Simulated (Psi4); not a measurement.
# GaH3 (SMILES [H][Ga]([H])[H]) at CCSD/def2-TZVPP

Aim: the vertical ionisation energy of GaH3 at CCSD/def2-TZVPP, from 2 runs. 

Program for the calculation: Psi4 1.11.

2 further runs of the same task are left out: 2 set aside as unsound or not needed.

**1. The molecule**

The species is GaH3 (4 atoms), meant as a singlet with charge 0. SMILES: `[H][Ga]([H])[H]`. The shape comes from GFN2-xTB, which is rough for such elements, and wasn't checked as a minimum.

Bond lengths: Ga1–H2 1.567 Å, Ga1–H3 1.567 Å, Ga1–H4 1.566 Å. Angles: H2–Ga1–H3 120.0°, H2–Ga1–H4 120.0°, H3–Ga1–H4 120.0°.

**2. The energy at CCSD/def2-TZVPP**

input.in reads:

```
memory 1.6 GB

molecule system {
  0 1
  Ga    -0.000160     0.000060     0.001280
  H      1.566090    -0.029140     0.013370
  H     -0.757820     1.371010    -0.018620
  H     -0.808110    -1.341930     0.003970
  symmetry c1
}

set globals {
  basis def2-TZVPP
  puream true
  e_convergence 1e-09
  d_convergence 1e-08
  scf_type pk
  num_frozen_docc 9
}

energy('ccsd')
```

On the command line:

```
$ psi4 input.in input.out -n 1
```

input.out:

```text
[...]
  Running in c1 symmetry.
[...]
  Nuclear repulsion =   32.001201395424033
[...]
  Multiplicity = 1
[...]
  Nalpha       = 17
  Nbeta        = 17
[...]
    Number of basis functions: 90
[...]
   @RHF iter   1: -1923.33222151327936   -2.65558e+00   3.31112e-02 ADIIS/DIIS
[...]
   @RHF iter  10: -1924.96352078238397   -3.18323e-12   1.48606e-09 DIIS
[...]
    Orbital Energies [Eh]
    ---------------------
    Doubly Occupied:
       1A   -378.814028     2A    -48.167372     3A    -42.496777
       4A    -42.493094     5A    -42.493093     6A     -6.394447
       7A     -4.491247     8A     -4.483764     9A     -4.483763
      10A     -1.203227    11A     -1.198261    12A     -1.198259
      13A     -1.191623    14A     -1.191619    15A     -0.599757
      16A     -0.428997    17A     -0.428941
[...]
  @RHF Final Energy: -1924.96352078238397
   => Energetics <=
    Nuclear Repulsion Energy =             32.0012013954240331
    One-Electron Energy =               -2750.4129022612460176
    Two-Electron Energy =                 793.4481800834378191
    Total Energy =                      -1924.9635207823839664
[...]
 Multipole Moments:
 ------------------------------------------------------------------------------------
     Multipole            Electronic (a.u.)      Nuclear  (a.u.)        Total (a.u.)
 ------------------------------------------------------------------------------------
 L = 1.  Multiply by 2.5417464519 to convert [e a0] to [Debye]
 Dipole X            :         -0.0010726            0.0006334           -0.0004392
 Dipole Y            :          0.0003778           -0.0002375            0.0001403
 Dipole Z            :          0.0080066           -0.0050674            0.0029392
 Magnitude           :                                                    0.0029751
[...]
      * MP2 total energy                      = -1925.207217093523013
[...]
      * CCSD total energy                     = -1925.219787342753762
[...]
```

It took 9.9 s on 1 thread of Intel Xeon 6975P-C (Granite Rapids), shared host; peak memory 0.62 GiB.

**3. The doublet cation at the same level**

gah3.xyz reads:

```xyz
4
GaH3
Ga    -0.000160     0.000060     0.001280
H      1.566090    -0.029140     0.013370
H     -0.757820     1.371010    -0.018620
H     -0.808110    -1.341930     0.003970
```

run.py reads:

```python
import psi4

psi4.set_memory('1600 MB')
psi4.set_num_threads(1)
psi4.set_output_file('output.dat', False)

with open('gah3.xyz') as f:
    atoms = ''.join(f.readlines()[2:])
m = psi4.geometry('1 2\n' + atoms + 'symmetry c1')

psi4.set_options({
    'basis': 'def2-TZVPP',
    'reference': 'uhf',
    'puream': True,
    'e_convergence': 1e-09,
    'd_convergence': 1e-08,
    'scf_type': 'pk',
    'num_frozen_docc': 9,
    'maxiter': 200,
})

e, wfn = psi4.energy('ccsd', return_wfn=True)
print(f'total energy {e:.8f} hartree = {e * 27.211386:.5f} eV')
```

On the command line:

```
$ python run.py
```

output.dat:

```text
[...]
  Running in c1 symmetry.
[...]
  Nuclear repulsion =   32.001201395424033
[...]
  Multiplicity = 2
[...]
  Nalpha       = 17
  Nbeta        = 16
[...]
    Number of basis functions: 90
[...]
   @UHF iter   1: -1923.11653886224553   -2.43990e+00   3.21324e-02 ADIIS/DIIS
[...]
   @UHF iter  24: -1924.57310473354755   -1.45519e-11   8.49526e-09 DIIS
[...]
   @S^2 Observed:                7.771301414E-01
[...]
    Orbital Energies [Eh]
    ---------------------
    Alpha Occupied:
       1A   -379.115070     2A    -48.467734     3A    -42.796199
       4A    -42.795876     5A    -42.792543     6A     -6.694699
       7A     -4.791499     8A     -4.787569     9A     -4.780130
      10A     -1.508659    11A     -1.501141    12A     -1.493685
      13A     -1.491963    14A     -1.491627    15A     -0.969847
      16A     -0.787331    17A     -0.696953
    Alpha Virtual:
      18A     -0.194471    19A     -0.095979    20A     -0.065652
      21A     -0.047114    22A      0.018001    23A      0.042060
      24A      0.062938    25A      0.076817    26A      0.089769
[...]
  @UHF Final Energy: -1924.57310473354755
   => Energetics <=
    Nuclear Repulsion Energy =             32.0012013954240331
    One-Electron Energy =               -2740.2449610934768316
    Two-Electron Energy =                 783.6706549645050472
    Total Energy =                      -1924.5731047335475523
  UHF NO Occupations:
  HONO-2 :   15  A 1.9963718
  HONO-1 :   16  A 1.9900663
[...]
 Multipole Moments:
 ------------------------------------------------------------------------------------
     Multipole            Electronic (a.u.)      Nuclear  (a.u.)        Total (a.u.)
 ------------------------------------------------------------------------------------
 L = 1.  Multiply by 2.5417464519 to convert [e a0] to [Debye]
 Dipole X            :          0.8787254            0.0006334            0.8793588
 Dipole Y            :         -0.0144074           -0.0002375           -0.0146450
 Dipole Z            :          0.0138035           -0.0050674            0.0087360
 Magnitude           :                                                    0.8795242
[...]
      * MP2 total energy                      = -1924.789338268745041
[...]
      * CCSD total energy                     = -1924.801659575276972
```

On the terminal:

```text
total energy -1924.80165958 hartree = -52376.52093 eV
```

Wall time 30 s (1 thread of Intel Xeon 6975P-C (Granite Rapids), shared host); peak memory 0.67 GiB.

**4. Outcome**

Level: CCSD/def2-TZVPP, 9 core orbitals frozen.

| quantity | value |
| --- | --- |
| singlet GaH3: total energy | -1925.21979 Eh |
| singlet GaH3: HOMO energy (Hartree–Fock orbitals) | -11.67 eV |
| singlet GaH3: LUMO energy (Hartree–Fock orbitals) | 0.92 eV |
| singlet GaH3: HOMO–LUMO gap (Hartree–Fock orbitals) | 12.59 eV |
| singlet GaH3: correlation energy (9 core orbitals frozen) | -256.3 mEh |
| singlet GaH3: T1 diagnostic | 0.013 |
| doublet cation: total energy | -1924.80166 Eh |
| doublet cation: HOMO energy (Hartree–Fock orbitals) (highest over α and β) | -17.67 eV |
| doublet cation: LUMO energy (Hartree–Fock orbitals) (lowest over α and β) | -9.70 eV |
| doublet cation: correlation energy (9 core orbitals frozen) | -228.6 mEh |
| doublet cation: ⟨S²⟩ of the reference determinant | 0.777 |
| doublet cation: T1 diagnostic | 0.032 |
| vertical ionisation energy (to the doublet cation) | 11.378 eV |

In words: Removing an electron at fixed nuclei costs 11.38 eV (1098 kJ/mol).
